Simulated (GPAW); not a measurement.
# HfB (Fm-3m) in GPAW: notebook, part 2 of 2

GPAW 26.7.0. Earlier steps stand in the parts before.

## Step 4: Relaxation of cell and atoms, PBEsol+D3

The input, run.py:

```python
from ase import Atoms
from ase.calculators.mixing import SumCalculator
from ase.filters import FrechetCellFilter
from ase.io import write
from ase.optimize import BFGS
from dftd3.ase import DFTD3
from gpaw import GPAW, PW, setup_paths

setup_paths.insert(0, '.')

atoms = Atoms(['Hf', 'B'],
              cell=[[0.0, 2.31, 2.31],
                    [2.31, 0.0, 2.31],
                    [2.31, 2.31, 0.0]],
              scaled_positions=[[0.5, 0.5, 0.5],
                                [0.0, 0.0, 0.0]],
              pbc=True)

calc = GPAW(mode=PW(800),
            xc='PBEsol',
            kpts={'size': (10, 10, 10), 'gamma': True},
            occupations={'name': 'fermi-dirac', 'width': 0.05},
            nbands=17,
            convergence={'density': 1e-05, 'forces': 0.0001},
            maxiter=150,
            txt='gpaw.txt')
atoms.calc = SumCalculator([calc, DFTD3(method='pbesol', damping='d3zero')])
opt = BFGS(FrechetCellFilter(atoms), trajectory='relax.traj', logfile='-')
done = opt.run(fmax=0.02, steps=60)
calc.write('gs.gpw')
write('result.traj', atoms)
print('Converged:', done)
print('Cell:', atoms.cell.cellpar().round(4))
print('Volume:', round(atoms.get_volume(), 4))
print(atoms.get_scaled_positions().round(5))
```

Potentials or basis: PAW data sets generated in the run's folder for this functional, pw.

Run with:

```sh
$ gpaw-setup -f PBEsol B Hf
$ OMP_NUM_THREADS=1 python run.py
```

gpaw.txt:

```text
__  _  _
 | _ |_)|_||  |
 |__||  | ||/\| - 26.7.0

Input parameters:
  mode=PW(ecut=800.0),
  convergence={'density': 1e-05, 'forces': 0.0001},
  kpts=MonkhorstPack(size=(10, 10, 10), gamma=True),
  maxiter=150,
  nbands=17,
  occupations=Occupations(name='fermi-dirac', width=0.05),
  xc=XC(name='PBEsol')

Diagonalizing LCAO Hamiltonian
Converting LCAO to pw mode

               Hf

       B

Atoms  # Å, Bohr magnetons
|   | symbol |        x |        y |        z |    initial magnetic moments |
|---|--------|----------|----------|----------|-----------------------------|
| 0 |     Hf | 2.310000 | 2.310000 | 2.310000 | ( 0.0000,  0.0000,  0.0000) |
| 1 |      B | 0.000000 | 0.000000 | 0.000000 | ( 0.0000,  0.0000,  0.0000) |

Unit cell  # Å
| periodic |        x |        y |        z |  lengths |    angles |
|----------|----------|----------|----------|----------|-----------|
|      yes | 0.000000 | 2.310000 | 2.310000 | 3.266833 | 60.000000 |
|      yes | 2.310000 | 0.000000 | 2.310000 | 3.266833 | 60.000000 |
|      yes | 2.310000 | 2.310000 | 0.000000 | 3.266833 | 60.000000 |

Number of symmetries: 48
Symmetry operations  # r_c * U_cc + t_c -> r_c
|    | kind |            matrix            |
|----|------|------------------------------|
|  0 |  σ   |  1, 0, 0,  1, 0,-1,  1,-1, 0 |
[... 800 lines left out ...]
| 0 |     Hf |  2.386720 | 2.386720 | 2.386720 | ( 0.0000,  0.0000,  0.0000) |
| 1 |      B | -0.000000 | 0.000000 | 0.000000 | ( 0.0000,  0.0000,  0.0000) |

Unit cell  # Å
| periodic |        x |        y |         z |  lengths |    angles |
|----------|----------|----------|-----------|----------|-----------|
|      yes | 0.000000 | 2.386720 |  2.386720 | 3.375332 | 60.000000 |
|      yes | 2.386720 | 0.000000 |  2.386720 | 3.375332 | 60.000000 |
|      yes | 2.386720 | 2.386720 | -0.000000 | 3.375332 | 60.000000 |

Number of symmetries: 48
Symmetry operations  # r_c * U_cc + t_c -> r_c
|    | kind |            matrix            |
|----|------|------------------------------|
|  0 |  σ   |  1, 0, 0,  1, 0,-1,  1,-1, 0 |
|  1 |  C2  |  1, 0, 0,  1,-1, 0,  1, 0,-1 |
|  2 |  E   |  1, 0, 0,  0, 1, 0,  0, 0, 1 |
|  3 |  σ   |  1, 0, 0,  0, 0, 1,  0, 1, 0 |
|  4 |  C4  |  1, 0,-1,  1, 0, 0,  1,-1, 0 |
|  5 |  S6  |  1, 0,-1,  1,-1, 0,  1, 0, 0 |
|  6 |  σ   |  1, 0,-1,  0, 1,-1,  0, 0,-1 |
|  7 |  C3  |  1, 0,-1,  0, 0,-1,  0, 1,-1 |
|  8 |  S6  |  1,-1, 0,  1, 0, 0,  1, 0,-1 |
[... 173 lines left out ...]
SCF iterations
|iter     | |      energy | eigst |  dens |force |
|---------|-|-------------|-------|-------|------|
|iter:   1| |  -16.001249 | -2.54 |       |      |
|iter:   2| |  -16.001163 | -5.44 | -2.71 |      |
|iter:   3| |  -16.000772c| -4.66 | -2.75 |      |
|iter:   4| |  -16.000783c| -6.12 | -3.46 |      |
|iter:   5| |  -16.000786c| -7.31 | -4.04 |      |
|iter:   6| |  -16.000787c| -8.14c| -4.31 |      |
|iter:   7| |  -16.000787c| -9.29c| -5.53c|      |
|iter:   8| |  -16.000787c|-10.01c| -5.93c|-29.36c|

Converged in 8 steps
Energy contributions relative to reference atoms: (reference = -410428.232663)

Energy contributions:
  Kinetic:          18.405542
  Coulomb:         -17.102958
  Zero:             -0.475577
  External:          0.000000
  Xc:              -16.820569
  Entropy:          -0.014450
  Spinorbit:         0.000000
  ----------------------------
  Free energy:     -16.008012
  Extrapolated:    -16.000787
[... 26 lines left out ...]
Stress tensor  # eV/Ang^3
|         x |         y |         z |
|-----------|-----------|-----------|
| -0.018247 |  0.000000 |  0.000000 |
|  0.000000 | -0.018247 |  0.000000 |
|  0.000000 |  0.000000 | -0.018247 |

Forces  # eV/Ang
|        x |        y |        z |
|----------|----------|----------|
| -0.00000 |  0.00000 | -0.00000 |  # Hf   0
|  0.00000 | -0.00000 |  0.00000 |  # B    1

# Writing to gs.gpw (mode='')
```

Wall time 70 s (1 thread of Arm Neoverse V2, shared host); peak memory 0.23 GiB.

What came out:

```yaml
Free_energy: -16.4372 eV
Relaxed_volume: 13.60 Å³/atom
Relaxed_cell: a = 3.375 Å, b = 3.375 Å, c = 3.375 Å, α = 60.00°, β = 60.00°, γ = 60.00°
Space_group_after_relaxing_to_0.05_Å: Fm-3m (No. 225)
Energy_gained_by_relaxing: 81.1 meV/atom
Ionic_steps: 4
Pressure_after_relaxing: 0.1 GPa
Band_gap_on_the_k_mesh: none (metal or under the smearing width)
Dispersion_energy_per_atom: -0.215 eV
```

The path:
```tsv
step	energy change (eV)	largest force (eV/Å)	pressure (GPa)	volume (Å³)
1	0.0000	0.0000	22.08	24.65
2	-0.0991	0.0000	12.97	25.57
3	-0.1617	0.0000	0.97	27.06
4	-0.1622	0.0000	0.05	27.19
```

Final structure:
```yaml
crystal:
  lattice:
    - [0.00000, 2.38672, 2.38672]
    - [2.38672, 0.00000, 2.38672]
    - [2.38672, 2.38672, 0.00000]
  atoms:
    - { symbol: Hf, position: [0.50000, 0.50000, 0.50000] }
    - { symbol: B, position: [0.00000, 0.00000, 0.00000] }
```

Levels at points of the mesh, in eV from the Fermi level:
```csv
k point,band 6,band 7,band 8,band 9,band 10,band 11
"(0.00, 0.00, 0.00)",2.07,2.07,2.07,3.76,3.76,3.76
"(0.50, 0.50, 0.00)",-1.16,-0.88,2.10,2.10,5.63,7.04
"(0.50, 0.50, 0.50)",-4.32,-1.18,-1.18,5.86,5.86,6.76
```

Caveat: later steps reuse the first step's grids; pairwise dispersion overbinds metals, which lowers pressure and volume.

## Step 5: Relaxation of cell and atoms, PBEsol+D3(BJ)

run.py, as its differences from that of step 4:

```diff
@@ -26,3 +26,3 @@
             txt='gpaw.txt')
-atoms.calc = SumCalculator([calc, DFTD3(method='pbesol', damping='d3zero')])
+atoms.calc = SumCalculator([calc, DFTD3(method='pbesol', damping='d3bj')])
 opt = BFGS(FrechetCellFilter(atoms), trajectory='relax.traj', logfile='-')
```

Run with:

```sh
$ gpaw-setup -f PBEsol B Hf
$ OMP_NUM_THREADS=1 python run.py
```

It took 70 s on 1 thread of Arm Neoverse V2, shared host; peak memory 0.23 GiB.

Results (log left out):

* Free energy: -16.7475 eV
* Relaxed volume: 13.49 Å³/atom
* Relaxed cell: a = 3.366 Å, b = 3.366 Å, c = 3.366 Å, α = 60.00°, β = 60.00°, γ = 60.00°
* Space group after relaxing (to 0.05 Å): Fm-3m (No. 225)
* Energy gained by relaxing: 68.3 meV/atom
* Ionic steps: 4
* Pressure after relaxing: 0.0 GPa
* Band gap on the k mesh: none (metal or under the smearing width)
* Dispersion energy per atom: -0.372 eV

Step by step:
```tsv
step	energy change (eV)	largest force (eV/Å)	pressure (GPa)	volume (Å³)
1	0.0000	0.0000	20.27	24.65
2	-0.0836	0.0000	11.95	25.49
3	-0.1363	0.0000	0.85	26.86
4	-0.1366	0.0000	0.04	26.97
```

Final structure:
```cif
data_structure
_symmetry_space_group_name_H-M 'P 1'
_symmetry_Int_Tables_number 1
_cell_length_a 3.3662
_cell_length_b 3.3662
_cell_length_c 3.3662
_cell_angle_alpha 60.000
_cell_angle_beta 60.000
_cell_angle_gamma 60.000
_cell_volume 26.97
loop_
_atom_site_label
_atom_site_type_symbol
_atom_site_fract_x
_atom_site_fract_y
_atom_site_fract_z
_atom_site_occupancy
Hf1 Hf 0.50000 0.50000 0.50000 1
B1 B 0.00000 0.00000 0.00000 1
```

Levels at points of the mesh, in eV from the Fermi level:
| k point | band 5 | band 6 | band 7 | band 8 | band 9 | band 10 | band 11 | band 12 |
| --- | --- | --- | --- | --- | --- | --- | --- | --- |
| (0.00, 0.00, 0.00) | -9.22 | 2.07 | 2.07 | 2.07 | 3.79 | 3.79 | 3.79 | 3.88 |
| (0.50, 0.50, 0.00) | -6.43 | -1.14 | -0.90 | 2.12 | 2.12 | 5.68 | 7.10 | 7.10 |
| (0.50, 0.50, 0.50) | -4.73 | -4.29 | -1.19 | -1.19 | 5.91 | 5.91 | 6.83 | 8.03 |

Caveat: later steps reuse the first step's grids; pairwise dispersion overbinds metals, which lowers pressure and volume.

## Step 6: Relaxation of cell and atoms, PBEsol+D3(BJ)+ATM

run.py, as its differences from that of step 5:

```diff
@@ -26,3 +26,3 @@
             txt='gpaw.txt')
-atoms.calc = SumCalculator([calc, DFTD3(method='pbesol', damping='d3bj')])
+atoms.calc = SumCalculator([calc, DFTD3(damping='d3bj', params_tweaks=dict(method='pbesol', atm=True))])
 opt = BFGS(FrechetCellFilter(atoms), trajectory='relax.traj', logfile='-')
```

Potentials or basis: PAW data sets generated in the run's folder for this functional, pw.

Run with:

```sh
$ gpaw-setup -f PBEsol B Hf
$ OMP_NUM_THREADS=1 python run.py
```

Wall time 72 s (1 thread of Arm Neoverse V2, shared host); peak memory 0.25 GiB.

It converged, with:

```
Free energy                            : -16.6906 eV
Relaxed volume                         : 13.53 Å³/atom
Relaxed cell                           : a = 3.370 Å, b = 3.370 Å, c = 3.370 Å, α = 60.00°, β = 60.00°, γ = 60.00°
Space group after relaxing (to 0.05 Å) : Fm-3m (No. 225)
Energy gained by relaxing              : 74.1 meV/atom
Ionic steps                            : 4
Pressure after relaxing                : 0.0 GPa
Band gap on the k mesh                 : none (metal or under the smearing width)
Dispersion energy per atom             : -0.343 eV
```

The path:
```tsv
step	energy change (eV)	largest force (eV/Å)	pressure (GPa)	volume (Å³)
1	0.0000	0.0000	21.15	24.65
2	-0.0909	0.0000	12.41	25.53
3	-0.1477	0.0000	0.92	26.94
4	-0.1481	0.0000	0.05	27.07
```

Final structure:
```
Hf B
1.0
     0.00000    2.38306    2.38306
     2.38306    0.00000    2.38306
     2.38306    2.38306    0.00000
Hf B
1 1
Cartesian
  2.3831 2.3831 2.3831
  0.0000 0.0000 0.0000
```

Levels at points of the mesh, in eV from the Fermi level:
```tsv
k point	band 6	band 7	band 8	band 9	band 10	band 11
(0.00, 0.00, 0.00)	2.07	2.07	2.07	3.78	3.78	3.78
(0.50, 0.50, 0.00)	-1.15	-0.89	2.11	2.11	5.65	7.07
(0.50, 0.50, 0.50)	-4.30	-1.19	-1.19	5.89	5.89	6.80
```

Caveat: later steps reuse the first step's grids; pairwise dispersion overbinds metals, which lowers pressure and volume. The run has no spin-orbit coupling, so splittings on Hf are missing.

## Step 7: The runs side by side

```tsv
level	gap on the mesh (eV)	pressure (GPa)	relaxed volume (Å³/atom)
PBEsol	none	0.1	13.80
PBEsol+D3	none	0.1	13.60
PBEsol+D3(BJ)	none	0.0	13.49
PBEsol+D3(BJ)+ATM	none	0.0	13.53
```

Alike in all rows: task relaxation of cell and atoms; potentials or basis PAW data sets generated in the run's folder for this functional, pw; no spin polarisation; cell relaxed; k mesh 10 × 10 × 10; cutoff (eV) 800; smearing fermi-dirac 0.05 eV.

Caveats: later steps reuse the first step's grids; pairwise dispersion overbinds metals, which lowers pressure and volume (some runs).

Total energies depend on the potentials used, so only differences within one code and one set of settings carry meaning.
